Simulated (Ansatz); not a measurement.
# Si16B: the cost of one run

All numbers below are computed with Ansatz 0.2.0 (DFT PBE, plane waves, PAW, scalar-relativistic, collinear spin).

## Step 1: The system as given

The cell holds 17 atoms (BSi16): a = 7.679 Å, b = 7.679 Å, c = 7.679 Å, α = 60.00°, β = 60.00°, γ = 60.00°.

Its coordinates follow in the input file.

## Step 2: Relaxing the start

input.yaml

```yaml
accuracy: low
crystal:
  lattice:
    - [0.0, 5.43, 5.43]
    - [5.43, 0.0, 5.43]
    - [5.43, 5.43, 0.0]
  atoms:
    - { symbol: Si, position: [0.0, 0.0, 0.0] }
    - { symbol: Si, position: [0.125, 0.125, 0.125] }
    - { symbol: Si, position: [0.0, 0.0, 0.5] }
    - { symbol: Si, position: [0.125, 0.125, 0.625] }
    - { symbol: Si, position: [0.0, 0.5, 0.0] }
    - { symbol: Si, position: [0.125, 0.625, 0.125] }
    - { symbol: Si, position: [0.0, 0.5, 0.5] }
    - { symbol: Si, position: [0.125, 0.625, 0.625] }
    - { symbol: Si, position: [0.5, 0.0, 0.0] }
    - { symbol: Si, position: [0.625, 0.125, 0.125] }
    - { symbol: Si, position: [0.5, 0.0, 0.5] }
    - { symbol: Si, position: [0.625, 0.125, 0.625] }
    - { symbol: Si, position: [0.5, 0.5, 0.0] }
    - { symbol: Si, position: [0.625, 0.625, 0.125] }
    - { symbol: Si, position: [0.5, 0.5, 0.5] }
    - { symbol: Si, position: [0.625, 0.625, 0.625] }
    - { symbol: B, position: [0.8745232, 0.3830271, 0.8701953], spin: 1.0 }
magnetization:
  spin_polarized: true
basis:
  ecutwfc: 420.0
kpoints:
  mp_grid: { grid: [2, 2, 2] }
hamiltonian:
  xc: pbe
  pseudopotentials: { kind: paw, azcp: { folder: soft_1 } }
scf:
  occupations: { method: fermi_dirac, width: 0.02 }
  lower_state_search: "off"
relax:
  f_tol: 0.08
  max_steps: 25
  adjacent_minimum: "off"
```

Run with:

```bash
> ansatz run input.yaml --threads 1 --pin off --max-ram 3072MiB --backend cpu --events-out ev --progress --plain --runs-dir out
```

**Question.** How long does this run take on 1 thread of Arm Neoverse V2, shared host, and how much memory does it need?

About 35 s, with a peak of 0.65 GiB.
